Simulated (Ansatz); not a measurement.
This was printed by a script on Ansatz 0.2.0 through its Python package, for a projected density of states of YMg3, space group P4/mmm. What did the script look like? Level of theory: PBEsol, PAW, the default cutoff (420 eV here), 4×4×5 k-points, Fermi-Dirac smearing of 0.1 eV.

```yaml
crystal:
  lattice:
    - [4.88666, 0.00000, 0.00000]
    - [0.00000, 4.88666, 0.00000]
    - [0.00000, 0.00000, 4.21986]
  atoms:
    - { symbol: Y, position: [0.00000, 0.00000, 0.50000] }
    - { symbol: Mg, position: [0.00000, 0.50000, 0.00000] }
    - { symbol: Mg, position: [0.50000, 0.00000, 0.00000] }
    - { symbol: Mg, position: [0.50000, 0.50000, 0.50000] }
```

```console
$ python pdos_ymg3.py
DeckWarning: basis.ecutwfc = 420 eV, auto-derived from the records' recommended cutoffs: set by Y (normal level)
density residual by iteration (eV): 8.5e-03 2.8e-03 1.7e-04 1.4e-05 1.6e-07 1.0e-08
states by shell in windows of E - E_F (eV): [(-8, -4), (-4, 0), (0, 4)]
Y 4S        0.006    0.003    0.007
Y 5S        0.230    0.857    0.647
Y 4P        0.010    0.024    0.002
Y 4D        0.061    2.906    5.429
Mg 2S       0.002    0.002    0.005
Mg 3S       0.948    2.623    0.806
Mg 2P       0.000    0.001    0.000
centre of Y 5S: -2.64 eV
centre of Y 4D: -1.17 eV
centre of Mg 3S: -2.94 eV
```
(Warnings from the package without file and line.)

One script that gives this output:

`pdos_ymg3.py`:
```python
# -*- coding: utf-8 -*-
import ansatz as az
import numpy as np

ymg3 = (
    az.Lattice.from_parameters(4.88666, 4.88666, 4.21986, alpha=90, beta=90, gamma=90)
    .space_group(123, hermann_mauguin="P4/mmm")
    .atom("Y", [0.0, 0.0, 0.5])
    .atom("Mg", [0.0, 0.5, 0.0])
    .atom("Mg", [0.5, 0.5, 0.5])
)

setup = (
    ymg3.calculation()
    .kpoints(density=3.1)
    .occupations("Fermi-Dirac", width=0.1)
    .functional("pbesol")
    .scf(extra_bands=14)
    .density_of_states(projected=True, energy_step=0.1)
)
history = []
done = setup.session().plan().execute(on_event=lambda event: history.append(event["data"]["dr2_ev"]) if event["event"] == "scf_iter" else None)
rep = done.report
print("density residual by iteration (eV):", " ".join(f"{value:.1e}" for value in history[:40]))

dos = done.density_of_states()
energy = np.asarray(dos.energies_ev) - dos.fermi_ev
curves = {}
for site in done.projected_density_of_states().sites:
    for shell in site.shells:
        weight = sum(np.sum(curve.g_bin_mean_per_ev, axis=0) for curve in shell.curves)
        name = f"{site.species} {shell.label}"
        curves[name] = curves.get(name, 0) + weight

step = energy[1] - energy[0]
windows = [(-8, -4), (-4, 0), (0, 4)]
print("states by shell in windows of E - E_F (eV):", windows)
for name, g in curves.items():
    print(f"{name:8s}", " ".join(f"{step * g[(energy >= a) & (energy < b)].sum():8.3f}" for a, b in windows))
filled = (energy < 0) & (energy > -8)
for name, g in curves.items():
    if g[filled].sum() * step > 0.5:
        print(f"centre of {name}: {np.average(energy[filled], weights=g[filled]):.2f} eV")
```

What to keep in mind:
- The run is spin-unpolarised.
- The mesh is modest for a metal, so energies can be off by several to tens of meV an atom and pressures by half a GPa or more; differences at equal mesh fare better.
- This cell is a computed structure, which may not be the phase found in nature.
- Curves are summed over the cell's atoms. Only shells that the potentials hold have channels, so projections don't add up to the total, least of all where a shell is missing (p of most metals); heights and places of peaks move with the mesh.
- The computed bands are complete only to about 8.1 eV above the Fermi level; beyond that the density of states is undercounted.
- A band centre counts only the states inside the window taken.
- Wall time of the script: 2.6 s on 1 thread of Intel(R) Xeon(R) Platinum 8488C (Sapphire Rapids), with other jobs on the host, peak memory 0.44 GiB.
